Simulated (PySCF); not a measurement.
**What single edits do to a PySCF run on HfCl**

A base run and a few variants of its settings.

Method: method and basis as typed in the scripts; program: PySCF 2.14.0.

4 further runs of the same task are left out: 4 that didn't finish.

## (1) The starting structure

HfCl: 2 atoms, charge 0, spin multiplicity 2.

Bond lengths: Hf1–Cl2 2.252 Å.

## (2) Base script

input.py reads:

```python
from pyscf import gto, scf, mcscf

mol = gto.M(
    atom='Hf 0 0 0; Cl 0 0 2.252',
    basis='jorge-dzp',
    charge=0,
    spin=1,
    verbose=4,
)
mf = scf.ROHF(mol)
mf.level_shift = 0.3
mf = mf.newton()
mf.kernel()
mc = mcscf.CASSCF(mf, 6, 5)
mc.kernel()
mc.analyze()
mf.dip_moment()
print('orbital energies (hartree):', mf.mo_energy[..., max(0, mol.nelec[1]-3):mol.nelec[0]+3].round(4))
```

Started as:

```console
> OMP_NUM_THREADS=1 python input.py
```

Its log is not repeated here.

It gives: E(SCF) = -14771.577933 Eh, 3 macro-iterations, E(CAS) − E(SCF) = -0.03467 Eh, μ = 1.66 D (of the SCF density).

No relativity is included for the heavy element. The bond length is a typed value, not an optimised one. No search for the lowest state was made; open d or f shells can end in a higher solution.

## (3) Pw6b95 (ROKS)

Run 1 changes functional: none (Hartree–Fock) → pw6b95; SCF type: ROHF → ROKS; step after the SCF: casscf → analyze.

input.py reads:

```python
from pyscf import gto, dft

mol = gto.M(
    atom='Hf 0 0 0; Cl 0 0 2.252',
    basis='jorge-dzp',
    charge=0,
    spin=1,
    verbose=4,
)
mf = dft.ROKS(mol, xc='pw6b95')
mf.level_shift = 0.3
mf = mf.newton()
mf.kernel()
mf.analyze()
print('orbital energies (hartree):', mf.mo_energy[..., max(0, mol.nelec[1]-3):mol.nelec[0]+3].round(4))
```

Started as:

```console
> OMP_NUM_THREADS=1 python input.py
```

## (4) Level shift 0.1 hartree

Run 2 changes level shift: 0.3 hartree → 0.1 hartree.

input.py, as its differences from that of step 2:

```diff
@@ -10,3 +10,3 @@
 mf = scf.ROHF(mol)
-mf.level_shift = 0.3
+mf.level_shift = 0.1
 mf = mf.newton()
```

Q: Predict the outcome of this session. Wanted: for each run, E(SCF); from base; SCF dipole; after the SCF.

**Answer**, as computed:

| run | E(SCF) (hartree) | from base (eV) | cycles | SCF dipole (D) | after the SCF |
| --- | --- | --- | --- | --- | --- |
| base | -14771.577933 | 0 | 3 macro | 1.66 | CASSCF correlation -0.943 eV |
| pw6b95 (ROKS) | -14780.112971 | not comparable | 3 macro | 1.60 | n/a |
| level shift 0.1 hartree | -14771.577933 | 0.0000 | 3 macro | 1.66 | CASSCF correlation -0.943 eV |

Distance from each run's final energy (log10 hartree) by cycle:

| run | cycle 1 | cycle 2 | cycle 3 | cycle 5 | cycle 8 | cycle 12 |
| --- | --- | --- | --- | --- | --- | --- |
| base | -6.6 | < -11 | < -11 | done | done | done |
| pw6b95 (ROKS) | -3.0 | < -11 | < -11 | done | done | done |
| level shift 0.1 hartree | -6.6 | < -11 | < -11 | done | done | done |

In words: The SCF energy stays the same, to the digits that matter, with level shift 0.1 hartree. Total energies of different functionals can't be compared with each other; differences within one functional can. The cycles with level shift 0.1 hartree repeat those of the base digit for digit, so the setting never acted.
